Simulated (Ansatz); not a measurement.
# CH₆SeSn: a ladder of functionals and wavefunction methods

The task here is to estimate one member of a computed series from the others.

Computed with Ansatz 0.2.0, Gaussian basis. Level: functionals in def2-TZVPP, the program's frozen cores in correlated methods.

Levels to be run: LDA (SPW92), PBE-D4, revPBE-D4, BLYP-D4, r2SCAN-D4, B97M-V, PBE0-D4, B3LYP-D4, r2SCANh-D4, r2SCAN0-D4, HSE06-D4, BHLYP-D4, CAM-B3LYP-D4, LC-ωPBE, ωB97X-V, ωB97M-V, B2PLYP, PBE-QIDH; CCSD(T)/def2-SVP; CCSD(T)/def2-TZVPP; MP2/def2-QZVPP; extrapolation to the limit; RPA on PBE.

### The geometry

All runs share one geometry, relaxed beforehand with PBE0-D4 in a triple-zeta def2 set. Sn takes the def2 core potential; no spin-orbit term is included.

SMILES `[CH3][SnH2][SeH]`, 9 atoms, charge 0, spin multiplicity 1.

Atoms are counted from 1 here; the program's logs count them from 0.

Bond lengths: C1–Sn2 2.136 Å, C1–H4 1.089 Å, C1–H5 1.090 Å, C1–H6 1.091 Å, Sn2–Se3 2.540 Å, Sn2–H7 1.710 Å, Sn2–H8 1.707 Å, Se3–H9 1.469 Å. Angles: Sn2–C1–H4 109.4°, Sn2–C1–H5 109.6°, Sn2–C1–H6 110.1°, H4–C1–H5 109.2°, H4–C1–H6 109.5°, H5–C1–H6 109.2°, C1–Sn2–Se3 109.5°, C1–Sn2–H7 111.1°, C1–Sn2–H8 112.0°, Se3–Sn2–H7 109.1°, Se3–Sn2–H8 104.3°, H7–Sn2–H8 110.6°, Sn2–Se3–H9 92.1°.

The first run:

in.yaml

```yaml
crystal:
  periodic: [false, false, false]
  atoms:
    - {symbol: C, position_ang: [-0.174508, 1.157506, -0.743702]}
    - {symbol: Sn, position_ang: [0.300464, -0.850077, -0.190708]}
    - {symbol: Se, position_ang: [0.644361, -0.976603, 2.322390]}
    - {symbol: H, position_ang: [0.629104, 1.819821, -0.423676]}
    - {symbol: H, position_ang: [-1.102039, 1.460198, -0.258215]}
    - {symbol: H, position_ang: [-0.295940, 1.229199, -1.825294]}
    - {symbol: H, position_ang: [-0.953035, -1.923562, -0.638004]}
    - {symbol: H, position_ang: [1.791372, -1.359519, -0.847844]}
    - {symbol: H, position_ang: [-0.751380, -0.603163, 2.587854]}
basis:
  gaussian: {orbitals: def2-TZVPP}
hamiltonian: {xc: lda}
output: {orbitals: {seedname: orbitals}}
```

Steps of the session up to this table: LDA; PBE-D4 (GGA); revPBE-D4 (GGA); BLYP-D4 (GGA); r2SCAN-D4 (meta-GGA); B97M-V (meta-GGA); PBE0-D4 (hybrid); B3LYP-D4 (hybrid); r2SCANh-D4 (hybrid); r2SCAN0-D4 (hybrid); HSE06-D4 (hybrid); BHLYP-D4 (hybrid); CAM-B3LYP-D4 (range-separated); LC-ωPBE-D4 (range-separated; the results give it without D4); ωB97X-V (range-separated); ωB97M-V (range-separated); B2PLYP (double hybrid); PBE-QIDH (double hybrid).

One table of the session follows, with a row left open; its other results are not shown here.

It belongs to the step «Frontier levels by functional». 

| functional | HOMO (eV) | gap (eV) |
| --- | --- | --- |
| LDA (SPW92) | -5.76 | 4.23 |
| PBE-D4 | -5.64 | 4.35 |
| revPBE-D4 | -5.59 | 4.39 |
| BLYP-D4 | ? | ? |
| r2SCAN-D4 | -5.90 | 4.90 |
| B97M-V | -6.00 | 5.01 |
| PBE0-D4 | -6.77 | 6.32 |
| B3LYP-D4 | -6.54 | 5.80 |
| r2SCANh-D4 | -6.32 | 5.61 |
| r2SCAN0-D4 | -6.95 | 6.66 |
| HSE06-D4 | -6.38 | 5.56 |
| BHLYP-D4 | -7.75 | 8.10 |
| CAM-B3LYP-D4 | -8.04 | 8.47 |
| LC-ωPBE | -9.40 | 10.97 |
| ωB97X-V | -9.06 | 10.50 |
| ωB97M-V | -8.92 | 10.09 |

Q: Estimate the row for BLYP-D4 from the others.

Worked estimate for «HOMO (eV)». Against the share of exact exchange, B3LYP-D4 (0.2, -6.54), BHLYP-D4 (0.5, -7.75) give a slope of -4.03 per unit share; at 0 the line stands at -5.73.

As computed: HOMO (eV): -5.47; gap (eV): 4.23. In «HOMO (eV)» the line misses by -0.26.
